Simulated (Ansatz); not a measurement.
# ZnS: the cost of one run

Method: DFT PBE, scalar-relativistic, plane waves, PAW, in Ansatz 0.2.0.

## (1) Starting point

Symmetry: F-43m, No. 216, cubic system. Conventional cell: a = 5.387 Å, b = 5.387 Å, c = 5.387 Å, α = 90.00°, β = 90.00°, γ = 90.00°. Around Zn (site symmetry -43m) lie 4 S at 2.33 Å. S (site symmetry -43m) has 4 Zn at 2.33 Å as nearest neighbours.

Structure file:

```xyz
2
Lattice="0.0000 2.6937 2.6937 2.6937 0.0000 2.6937 2.6937 2.6937 0.0000" Properties=species:S:1:pos:R:3 pbc="T T T"
Zn    0.0000    0.0000    0.0000
S     4.0405    4.0405    4.0405
```

The structure comes from the Materials Project (structure only).

(A quick probe on a coarse mesh, which set the mesh and smearing, is not shown.)

## (3) The relaxation

Input file input.yaml:

```yaml
crystal:
  lattice:
    - [0.0, 2.69368288, 2.69368288]
    - [2.69368288, 0.0, 2.69368288]
    - [2.69368288, 2.69368288, 0.0]
  atoms:
    - { symbol: Zn, position: [0.0, 0.0, 0.0] }
    - { symbol: S, position: [0.75, 0.75, 0.75] }
basis:
  ecutwfc: 420
kpoints:
  mp_grid: { grid: [10, 10, 10] }
hamiltonian:
  xc: pbe
scf:
  occupations: { method: gaussian, width: 0.02 }
output:
  forces: true
  stress: true
  eigenvalues: true
  write_density: true
  write_potential: true
  elf: true
  volumetric_format: npy
relax:
  adjacent_minimum: "off"
  f_tol: 0.005
  max_steps: 80
  cell: { stress_tol: 0.05 }
```

On the command line:

```console
$ ansatz run input.yaml --threads 4 --pin off --max-ram 8192MiB --backend cpu --events-out ev --progress --plain --runs-dir out
```

**Question.** How long does this run take on 4 threads of AMD EPYC (Zen 3), shared host, and how much memory does it need?

About 15 s, with a peak of 0.38 GiB.
